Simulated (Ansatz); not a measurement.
# P: an axial (c/a) deformation path

The task here is to estimate one member of a computed series from the others.

Computed with Ansatz 0.2.0 (DFT r2SCAN, scalar-relativistic, plane waves, PAW, unless a step's input says otherwise).

## The starting structure

Symmetry: R-3m, No. 166, trigonal system. The conventional cell has a = 3.451 Å, b = 3.451 Å, c = 9.389 Å, α = 90.00°, β = 90.00°, γ = 120.00°. Around P (site symmetry 3m) lie 3 P at 2.29 Å.

As a file:

```cif
data_structure
_symmetry_space_group_name_H-M 'R-3m:H'
_symmetry_Int_Tables_number 166
_cell_length_a 3.4515
_cell_length_b 3.4515
_cell_length_c 9.3890
_cell_angle_alpha 90.000
_cell_angle_beta 90.000
_cell_angle_gamma 120.000
_cell_volume 96.86
loop_
_atom_site_label
_atom_site_type_symbol
_atom_site_symmetry_multiplicity
_atom_site_Wyckoff_symbol
_atom_site_fract_x
_atom_site_fract_y
_atom_site_fract_z
_atom_site_occupancy
P1 P 6 c 0.33333 0.66667 0.89375 1
```

It goes back to an entry of the Materials Project, which need not be the stable form.

The cell is taken as given, not relaxed at this level.

The first run:

input.yaml

```yaml
crystal:
  lattice:
    - [1.725725178, 0.9963478961, 3.1296800121]
    - [-1.725725178, 0.9963478961, 3.1296800121]
    - [0.0, -1.9926957921, 3.1296800121]
  atoms:
    - { symbol: P, position: [0.22708025, 0.22708025, 0.22708025] }
    - { symbol: P, position: [0.77291975, 0.77291975, 0.77291975] }
basis:
  ecutwfc: 500
kpoints:
  mp_grid: { grid: [18, 18, 18] }
hamiltonian:
  xc: r2scan
scf:
  occupations: { method: gaussian, width: 0.15 }
output:
  forces: true
  stress: true
  eigenvalues: true
```

Command:

```sh
$ ansatz run input.yaml --threads 1 --pin off --max-ram 2560MiB --backend cpu --events-out ev --progress --plain --runs-dir out
```

Among the steps run: The undisturbed cell; Point ρ = 0.850; At ρ = 1.200; At ρ = 0.920; Point ρ = 1.100; Point ρ = 0.960; ρ = 1.050; At ρ = 0.800; At ρ = 1.300.

One table of the session follows, with a row left open; its other results are not shown here.

The scan, with free energies counted from the undisturbed cell:

```
    ρ  ΔE (meV/atom)  pressure (GPa)
0.800          169.1            -4.8
0.850           88.4            -3.4
0.920              ?               ?
0.960            3.0            -0.5
1.000            0.0             0.6
1.050            9.1             1.9
1.100           26.5             3.1
1.200           81.2             4.7
1.300          169.1             5.9
```

Estimate the missing values for ρ = 0.920.

Worked estimate for «ΔE (meV/atom)». A straight line through the neighbours (0.850, 88.4) and (0.960, 3.0) gives 88.4 + (3.0 − 88.4) × (0.920 − 0.850) / (0.960 − 0.850) = 34.1; a parabola fitted to 4 rows on both sides gives 19.8.

The run gave: ΔE (meV/atom): 20.1; pressure (GPa): -1.6. In «ΔE (meV/atom)» the line misses by +14.0 and the parabola by -0.3.
